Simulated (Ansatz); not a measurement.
**AlCl2H2N: how energies converge with the basis set**

How large a basis does AlCl2H2N need? Two functionals are run in growing sets.

Computed with Ansatz 0.2.0, Gaussian basis. Level: one geometry, several basis sets.

Levels to be run: PBE0-D4/def2-SVP; ωB97M-V/def2-SVP; PBE0-D4/def2-QZVPP; ωB97M-V/def2-QZVPP; the functionals' def2-TZVPP values are taken from earlier runs.

### 1 Structure used throughout

An earlier PBE0-D4 in a triple-zeta def2 set relaxation fixed the geometry.

SMILES `[NH2][Al]([Cl])[Cl]`, 6 atoms, charge 0, spin multiplicity 1.

Atoms are counted from 1 here; the program's logs count them from 0.

Bond lengths: N1–Al2 1.747 Å, N1–H5 1.006 Å, N1–H6 1.006 Å, Al2–Cl3 2.082 Å, Al2–Cl4 2.082 Å. Angles: Al2–N1–H5 124.4°, Al2–N1–H6 124.4°, H5–N1–H6 111.2°, N1–Al2–Cl3 120.1°, N1–Al2–Cl4 120.1°, Cl3–Al2–Cl4 119.9°.

Coordinates:

```csv
atom,x (Å),y (Å),z (Å)
N1,-0.1508,1.0053,-0.0890
Al2,0.1165,-0.7153,0.0487
Cl3,1.5664,-1.4443,1.3528
Cl4,-1.0143,-2.0406,-1.0912
H5,0.3569,1.7028,0.4294
H6,-0.8325,1.4279,-0.6970
```

### 2 PBE0-D4 in def2-SVP

Contents of in.yaml:

```yaml
crystal:
  periodic: [false, false, false]
  atoms:
    - {symbol: N, position_ang: [-0.150798, 1.005350, -0.088975]}
    - {symbol: Al, position_ang: [0.116470, -0.715268, 0.048672]}
    - {symbol: Cl, position_ang: [1.566354, -1.444252, 1.352842]}
    - {symbol: Cl, position_ang: [-1.014326, -2.040600, -1.091172]}
    - {symbol: H, position_ang: [0.356869, 1.702827, 0.429397]}
    - {symbol: H, position_ang: [-0.832469, 1.427943, -0.696965]}
basis:
  gaussian: {orbitals: def2-SVP}
hamiltonian: {xc: pbe0, dispersion: d4}
output: {orbitals: {seedname: orbitals}}
```

Further steps of the session: ωB97M-V in def2-SVP; PBE0-D4 in def2-QZVPP; ωB97M-V in def2-QZVPP.

Before running them: what should the planned runs give, taken together? Wanted: PBE0-D4: double and triple zeta above quadruple; ωB97M-V: double and triple zeta above quadruple.

The runs gave:

```
                                       quantity           value
PBE0-D4: double and triple zeta above quadruple  13.93, 1.04 eV
ωB97M-V: double and triple zeta above quadruple  13.83, 1.00 eV
```

What this shows: For PBE0-D4 the step from double to triple zeta gains 12.89 eV and the next only 1.04 eV. Total energies overstate the basis error of differences, where much of it tends to cancel. The LUMO of ωB97M-V is positive and keeps falling with the basis (1.35 to 0.67 eV): an unbound level that the basis holds in place.
